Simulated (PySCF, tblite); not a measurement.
**C6H10O2: infrared bands and NMR shifts**

Aim: predict the infrared bands and NMR shifts of C6H10O2 (`C=C/C=C/OCOC`).

Programs: tblite 0.8.0 and PySCF 2.14.0, with density-fitted response routines of our own. Each step states its level of theory. These are calculated values for one molecule in the gas phase, unless marked as measured. Atoms are numbered from 0 throughout.

### Step 1. The starting structure

18 atoms, charge 0, multiplicity 1; geometry from: GFN2-xTB.

Bonds of the start (Å): C0–C1 1.33, C1–C2 1.44, C2–C3 1.34, C3–O4 1.35, O4–C5 1.41, C5–O6 1.38, O6–C7 1.42, C0–H8 1.08, C0–H9 1.08, C1–H10 1.08, C2–H11 1.08, C3–H12 1.08, C5–H13 1.11, C5–H14 1.10, C7–H15 1.10, C7–H16 1.09, C7–H17 1.09.

### Step 2. Harmonic vibrations with GFN2-xTB

Job settings and geometry (Å):

```
{"job": {"kind": "ir", "xc": "GFN2-xTB", "basis": "xTB"}, "charge": 0, "multiplicity": 1}
C      3.584341    -1.089464     0.731257
C      2.752385    -0.053486     0.689538
C      1.321815    -0.173564     0.542003
C      0.523546     0.896512     0.496305
O     -0.819423     0.945190     0.352760
C     -1.516363    -0.278019     0.241004
O     -2.868879    -0.044113     0.137520
C     -3.250023     0.604263    -1.061843
H      3.229097    -2.103968     0.656203
H      4.646607    -0.960581     0.841109
H      3.137244     0.954652     0.767811
H      0.927974    -1.176432     0.470879
H      0.917489     1.901697     0.570406
H     -1.133820    -0.832000    -0.640594
H     -1.374035    -0.882127     1.148014
H     -2.930672     0.022178    -1.934279
H     -2.821084     1.607441    -1.121132
H     -4.334957     0.668138    -1.038298
```

**Question.** This job is followed by: GIAO PBE0/pcSseg-1 NMR shielding, non-relativistic, gas phase. Predict these results of the whole session: strongest single infrared mode (GFN2-xTB); zero-point energy (GFN2-xTB); ¹³C shifts against TMS (PBE0/pcSseg-1); ¹H shifts against TMS (PBE0/pcSseg-1, means over atoms taken as alike); ¹⁷O shifts against H2O (PBE0/pcSseg-1).

The runs gave:

| quantity | value |
| --- | --- |
| strongest single infrared mode (GFN2-xTB) | 1674 cm⁻¹, 362 km/mol |
| zero-point energy (GFN2-xTB) | 91.9 kcal/mol |
| ¹³C shifts against TMS (PBE0/pcSseg-1) | 155.9, 141.4, 117.8, 111.0, 98.4, 59.0 ppm |
| ¹H shifts against TMS (PBE0/pcSseg-1, means over atoms taken as alike) | 6.73, 6.31, 5.28, 5.24, 5.10, 5.09, 3.67 ppm |
| ¹⁷O shifts against H2O (PBE0/pcSseg-1) | 153.8, 48.6 ppm |

All 48 modes are real, so the xTB geometry is a minimum. The strongest single mode, at 1674 cm⁻¹, moves mainly C3 and C2. Unscaled tight-binding wavenumbers are off by several per cent, some by more. Its intensities can rank the bands wrongly. At PBE0/pcSseg-1: The widest tensor belongs to C1: span 227 ppm, with a paramagnetic part of -208 ppm.
